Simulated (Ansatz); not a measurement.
# Si2W: stress in a strained cell

Si2W is deformed so: equal xx and yy strain of +2 %. What stress and forces result, by LAPW, PAW and all-electron datasets made for the crystal?

Method: DFT LDA, scalar-relativistic, in Ansatz 0.2.0.

## 1. The system as given

The structure is tetragonal, space group I4/mmm (No. 139). Conventional cell: a = 3.212 Å, b = 3.212 Å, c = 7.880 Å, α = 90.00°, β = 90.00°, γ = 90.00°. Si (site symmetry 4mm) is surrounded by 5 Si at 2.62 to 2.63 Å and 5 W at 2.62 Å. W (site symmetry 4/mmm) has 10 Si at 2.62 Å as nearest neighbours.

As a file:

```
CELL_PARAMETERS angstrom
-1.60600 1.60600 3.94000
1.60600 -1.60600 3.94000
1.60600 1.60600 -3.94000
ATOMIC_POSITIONS crystal
Si 0.33300 0.33300 0.00000
Si 0.66700 0.66700 0.00000
W 0.00000 0.00000 0.00000
```

Atoms are numbered in the order of the input: Si1, Si2, W3.

## 2. After the deformation

Space group I4/mmm before, I4/mmm after.

## 3. Full-potential LAPW

File input.yaml:

```yaml
crystal:
  lattice:
    - [-1.63812, 1.63812, 3.94]
    - [1.63812, -1.63812, 3.94]
    - [1.63812, 1.63812, -3.94]
  atoms:
    - { symbol: Si, position: [0.333, 0.333, 0.0] }
    - { symbol: Si, position: [0.667, 0.667, 0.0] }
    - { symbol: W, position: [0.0, 0.0, 0.0] }
kpoints:
  mp_grid: { grid: [11, 11, 14] }
  band_path:
    path:
      - [0.0, 0.0, 0.0]
      - [0.0, 0.0, 0.5]
      - [0.25, 0.25, 0.25]
      - [0.0, 0.5, 0.0]
      - [0.0, 0.0, 0.0]
      - [0.5, 0.5, -0.5]
      - [0.2932154451, 0.7067845549, -0.2932154451]
      - [-0.2932154451, 0.2932154451, 0.2932154451]
      - [0.0, 0.0, 0.0]
    npoints: 5
scf:
  occupations: { method: fermi_dirac, width: 0.05 }
hamiltonian:
  xc: lda
  pseudopotentials: { kind: all_electron, lapw: { basis_error: 0.001 } }
output:
  forces: true
  stress: true
  eigenvalues: true
```

Command:

```console
$ ansatz run input.yaml --threads 1 --pin off --max-ram 6144MiB --backend cpu --events-out ev --progress --plain --runs-dir out
```

## 4. Frozen-core PAW

File input.yaml:

```yaml
crystal:
  lattice:
    - [-1.63812, 1.63812, 3.94]
    - [1.63812, -1.63812, 3.94]
    - [1.63812, 1.63812, -3.94]
  atoms:
    - { symbol: Si, position: [0.333, 0.333, 0.0] }
    - { symbol: Si, position: [0.667, 0.667, 0.0] }
    - { symbol: W, position: [0.0, 0.0, 0.0] }
kpoints:
  mp_grid: { grid: [11, 11, 14] }
scf:
  occupations: { method: fermi_dirac, width: 0.05 }
hamiltonian:
  xc: lda
  pseudopotentials: { kind: paw }
output:
  forces: true
  stress: true
  eigenvalues: true
  efg: { contact_densities: true }
```

## 5. All-electron PAW on datasets made for the crystal

Edit input.yaml of step 4 so:

```diff
@@ -15,3 +15,3 @@
   xc: lda
-  pseudopotentials: { kind: paw }
+  pseudopotentials: { kind: all_electron, datasets: crystal }
 output:
```

(Steps that only read results are left out.)

Before running it: what results should come out? Wanted: pressure; largest shear or deviatoric stress.

As calculated:

| quantity | value |
| --- | --- |
| pressure | LAPW -14.48, PAW -14.48, crystal datasets -14.48 GPa |
| largest shear or deviatoric stress (LAPW) | 2.15 GPa |

In words: The largest part of the stress beyond the pressure is 2.15 GPa in size, in the zz component; the atoms are carried along and not relaxed. No run of the undeformed cell stands beside it, so the pressure holds what the given cell had before the change. PAW: stress within 0.02 GPa of LAPW, forces within 2 meV/Å. Crystal datasets: stress within 0.01 GPa of LAPW, forces within 1 meV/Å. Spin-orbit coupling is left out, though the cell holds W; in elements this heavy it can shift bands and gaps by tenths of an eV. The k mesh doesn't keep the crystal's whole symmetry, which leaves small spurious terms.
